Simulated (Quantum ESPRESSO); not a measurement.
## CdInS2 under changes of volume

One of the cells (22.078 Å³/atom); the others are scaled copies at fixed shape and fractional positions:

```
In Cd S
1.0
     3.86950    0.00000    0.00000
    -1.93475    3.35108    0.00000
     0.00000    0.00000    6.81053
In Cd S
1 1 2
Cartesian
  0.0000 0.0000 3.4053
  0.0000 0.0000 0.0000
  0.0000 2.2341 1.6682
  1.9347 1.1170 5.1423
```

The cell comes from a database or a generator and needn't be the stable form of this composition.

| Property | Result |
| --- | --- |
| Program | Quantum ESPRESSO 7.5 |
| Functional | PBE |
| Potentials or basis | SSSP 1.3 efficiency PBE |
| Cutoff | 816 eV |
| Density cutoff | 6531 eV |
| k mesh | 8 × 8 × 4 |
| Occupations | fermi-dirac, width 0.05 eV |
| Spin | no spin polarisation |

```tsv
volume (Å³/atom)	energy over the lowest point (meV/atom)	pressure (GPa)	largest force (eV/Å)
20.753	17.10	4.4	0.008
21.195	7.22	2.7	0.022
21.636	1.68	1.2	0.034
22.078	0.00	-0.1	0.046
22.520	1.74	-1.3	0.056
22.961	?	?	?
23.403	14.05	-3.2	0.077
```

Question: What does the run at 22.961 Å³/atom give?

Answer: Energy over the lowest point 6.54 meV/atom; pressure -2.3 GPa; largest force 0.067 eV/Å.

Worked out: A Birch-Murnaghan fit of order 3 (a polynomial in V^(-2/3)) to the other rows has its minimum at 22.07 Å³/atom with B0 = V·E''(V) = 62 GPa and B' = 4.8 at fixed shape and positions, which overstates the stiffness. It gives 6.53 meV/atom at 22.961 Å³/atom, against the run's 6.54, and -dE/dV = -2.3 GPa, against -2.3.

Energies are extrapolated to zero smearing.
